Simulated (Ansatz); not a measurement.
# H8N4Si: the cost of one run

Computed with Ansatz 0.2.0, Gaussian basis. Level: the settings change from run to run.

**1. The geometry**

An earlier PBE0-D4 in a triple-zeta def2 set relaxation fixed the geometry.

13 atoms, charge 0, spin multiplicity 1.

Atoms are counted from 1 here; the program's logs count them from 0.

Bond lengths: N1–Si2 1.717 Å, N1–H6 1.007 Å, N1–H7 1.007 Å, Si2–N3 1.717 Å, Si2–N4 1.717 Å, Si2–N5 1.717 Å, N3–H8 1.007 Å, N3–H9 1.007 Å, N4–H10 1.007 Å, N4–H11 1.007 Å, N5–H12 1.007 Å, N5–H13 1.007 Å. Angles: Si2–N1–H6 120.2°, Si2–N1–H7 119.9°, H6–N1–H7 111.4°, N1–Si2–N3 113.2°, N1–Si2–N4 102.3°, N1–Si2–N5 113.2°, N3–Si2–N4 113.2°, N3–Si2–N5 102.3°, N4–Si2–N5 113.2°, Si2–N3–H8 120.2°, Si2–N3–H9 119.9°, H8–N3–H9 111.4°, Si2–N4–H10 119.9°, Si2–N4–H11 120.2°, H10–N4–H11 111.4°, Si2–N5–H12 119.9°, Si2–N5–H13 120.2°, H12–N5–H13 111.4°.

Coordinates:

```xyz
13

N    -0.8602    1.4282   -0.3946
Si    0.0016   -0.0027    0.0011
N    -0.9106   -1.0984    0.9571
N     0.4017   -0.6276   -1.5467
N     1.3753    0.2871    0.9887
H    -1.3753    1.9216    0.3156
H    -0.4929    2.0602   -1.0872
H    -1.6956   -1.5859    0.5581
H    -1.0540   -0.9115    1.9362
H    -0.3009   -0.6739   -2.2666
H     1.0650   -1.3797   -1.6329
H     1.8542   -0.4855    1.4221
H     2.0121    1.0334    0.7637
```

**2. PBE0/x2c-TZVPPall**

Options: atoms shaken by 0.08 Å, a point charge of 0.50 e beside it, D4 dispersion, high accuracy.

in.yaml reads:

```yaml
crystal:
  periodic: [false, false, false]
  atoms:
    - {symbol: N, position_ang: [-0.891377, 1.564807, -0.409225]}
    - {symbol: Si, position_ang: [-0.015431, -0.036587, 0.006040]}
    - {symbol: N, position_ang: [-0.972507, -1.014519, 0.954269]}
    - {symbol: N, position_ang: [0.375370, -0.591666, -1.610991]}
    - {symbol: N, position_ang: [1.576718, 0.226660, 1.036910]}
    - {symbol: H, position_ang: [-1.344489, 1.828484, 0.325581]}
    - {symbol: H, position_ang: [-0.406595, 2.111265, -1.059938]}
    - {symbol: H, position_ang: [-1.729192, -1.528576, 0.385877]}
    - {symbol: H, position_ang: [-1.010108, -0.868689, 1.815706]}
    - {symbol: H, position_ang: [-0.278103, -0.716996, -2.298532]}
    - {symbol: H, position_ang: [1.005151, -1.218090, -1.562835]}
    - {symbol: H, position_ang: [1.798234, -0.504969, 1.238369]}
    - {symbol: H, position_ang: [2.002829, 1.099096, 0.905920]}
basis:
  gaussian: {orbitals: x2c-TZVPPall, point_charges: [{charge: 0.50, position_ang: [5.795, -0.972, 0.859]}]}
hamiltonian: {xc: {name: PBE0}, dispersion: d4}
accuracy: high
output: {forces: true}
```

Command:

```
$ ansatz run in.yaml --threads 4 --pin off --events-out ev --progress --plain --max-ram 10444MiB
```

Q: Estimate wall time and peak memory on 4 threads of Arm Neoverse V1, shared host.

About 27 s, with a peak of 2.4 GiB.
